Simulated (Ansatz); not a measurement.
# C3H6AlI: a ladder of functionals and wavefunction methods

How much do the methods differ for C3H6AlI? The plan is to run it at one geometry with functionals of several rungs and with coupled cluster, and see how far each lands from CCSD(T) at the basis-set limit for the atomisation energy.

Computed with Ansatz 0.2.0, Gaussian basis. Level: functionals in def2-TZVPP, the program's frozen cores in correlated methods.

The runs, in order: PBE-D4, r2SCAN-D4, PBE0-D4, B3LYP-D4, ωB97X-V, ωB97M-V, B2PLYP; CCSD(T)/def2-TZVPP; MP2/def2-QZVPP; extrapolation to the limit.

### 1 The relaxed structure

An earlier PBE0-D4 in a triple-zeta def2 set relaxation fixed the geometry. I takes the def2 core potential; no spin-orbit term is included.

11 atoms, charge 0, spin multiplicity 1.

Atoms are counted from 1 here; the program's logs count them from 0.

Bond lengths: I1–C2 2.192 Å, C2–Al3 1.943 Å, C2–H6 1.087 Å, C2–H7 1.087 Å, Al3–C4 1.901 Å, Al3–C5 1.901 Å, C4–C5 1.596 Å, C4–H8 1.089 Å, C4–H9 1.088 Å, C5–H10 1.088 Å, C5–H11 1.089 Å. Angles: I1–C2–Al3 87.6°, I1–C2–H6 105.2°, I1–C2–H7 105.2°, Al3–C2–H6 120.7°, Al3–C2–H7 120.6°, H6–C2–H7 111.4°, C2–Al3–C4 155.0°, C2–Al3–C5 155.0°, C4–Al3–C5 49.6°, Al3–C4–C5 65.2°, Al3–C4–H8 122.4°, Al3–C4–H9 122.1°, C5–C4–H8 114.3°, C5–C4–H9 114.3°, H8–C4–H9 110.1°, Al3–C5–C4 65.2°, Al3–C5–H10 122.2°, Al3–C5–H11 122.4° and more.

Geometry (Å):

```mol
C3H6AlI
  3D, bonds by distance, orders not assigned

 11 11  0  0  0  0  0  0  0  0999 V2000
   -2.0030    1.9337   -1.1113 I   0  0
   -0.1892    2.2278    0.0834 C   0  0
    0.0432    0.2988    0.0540 Al  0  0
   -0.0969   -1.4639    0.7520 C   0  0
    0.7633   -1.3400   -0.5861 C   0  0
   -0.5214    2.7322    0.9871 H   0  0
    0.4475    2.8714   -0.5180 H   0  0
    0.4699   -1.7950    1.6206 H   0  0
   -1.0036   -2.0571    0.6491 H   0  0
    0.3415   -1.8647   -1.4412 H   0  0
    1.8141   -1.6003   -0.4691 H   0  0
  1  2  8  0
  2  3  8  0
  3  4  8  0
  4  5  8  0
  2  6  8  0
  2  7  8  0
  4  8  8  0
  4  9  8  0
  5 10  8  0
  5 11  8  0
  3  5  8  0
M  END
```

### 2 PBE-D4 (GGA)

The input, in.yaml:

```yaml
crystal:
  periodic: [false, false, false]
  atoms:
    - {symbol: I, position_ang: [-2.002959, 1.933668, -1.111317]}
    - {symbol: C, position_ang: [-0.189239, 2.227752, 0.083438]}
    - {symbol: Al, position_ang: [0.043190, 0.298845, 0.054039]}
    - {symbol: C, position_ang: [-0.096926, -1.463858, 0.751955]}
    - {symbol: C, position_ang: [0.763288, -1.340035, -0.586080]}
    - {symbol: H, position_ang: [-0.521360, 2.732171, 0.987080]}
    - {symbol: H, position_ang: [0.447494, 2.871367, -0.517972]}
    - {symbol: H, position_ang: [0.469940, -1.795024, 1.620632]}
    - {symbol: H, position_ang: [-1.003551, -2.057066, 0.649108]}
    - {symbol: H, position_ang: [0.341487, -1.864653, -1.441228]}
    - {symbol: H, position_ang: [1.814136, -1.600269, -0.469054]}
basis:
  gaussian: {orbitals: def2-TZVPP}
hamiltonian: {xc: pbe, dispersion: d4}
output: {forces: true, orbitals: {seedname: orbitals}}
```

Command:

```
> ansatz run in.yaml --threads 4 --pin off --events-out ev --progress --plain --max-ram 10444MiB
```

The runs that follow: r2SCAN-D4 (meta-GGA); PBE0-D4 (hybrid); B3LYP-D4 (hybrid); ωB97X-V (range-separated); ωB97M-V (range-separated); B2PLYP (double hybrid); CCSD(T) in def2-TZVPP; MP2 in def2-QZVPP.

Q: Predict the results of all the runs planned. Wanted: atomisation energy, CCSD(T)/CBS; farthest; mean size of error, hybrid; mean size of error, range-separated; gap, smallest and largest; T1 diagnostic; triples share of the correlation energy.

As calculated:

```
                               quantity                                           value
        atomisation energy, CCSD(T)/CBS                                       39.561 eV
    functionals within 0.396 eV (1.0 %)  r2SCAN-D4, PBE0-D4, B3LYP-D4, ωB97X-V, ωB97M-V
                               farthest                              PBE-D4 (+0.808 eV)
             mean size of error, hybrid                                        0.242 eV
    mean size of error, range-separated                                        0.087 eV
              gap, smallest and largest             1.98 eV (PBE-D4), 8.27 eV (ωB97X-V)
                          T1 diagnostic                                          0.0103
triples share of the correlation energy                                           3.5 %
```

In words: PBE-D4 is off by +0.808 eV. Double hybrids carry the basis error of their MP2 part in triple zeta, and no dispersion term here, so their miss is partly the set-up's. The reference freezes the cores and leaves out spin-orbit coupling and excitations past (T), and its outer-core shells are covered unevenly, so misses under about 0.396 eV can't be ranked. All levels share the lack of spin-orbit coupling, which lowers the free heavy atoms and so the true binding. Hartree-Fock recovers 72 % of the binding; the rest is correlation. The gap grows from 2.0 to 8.3 eV across the functionals, mostly with the share of exact exchange. Correlated methods include outer-core shells of I, which these sets cover unevenly.
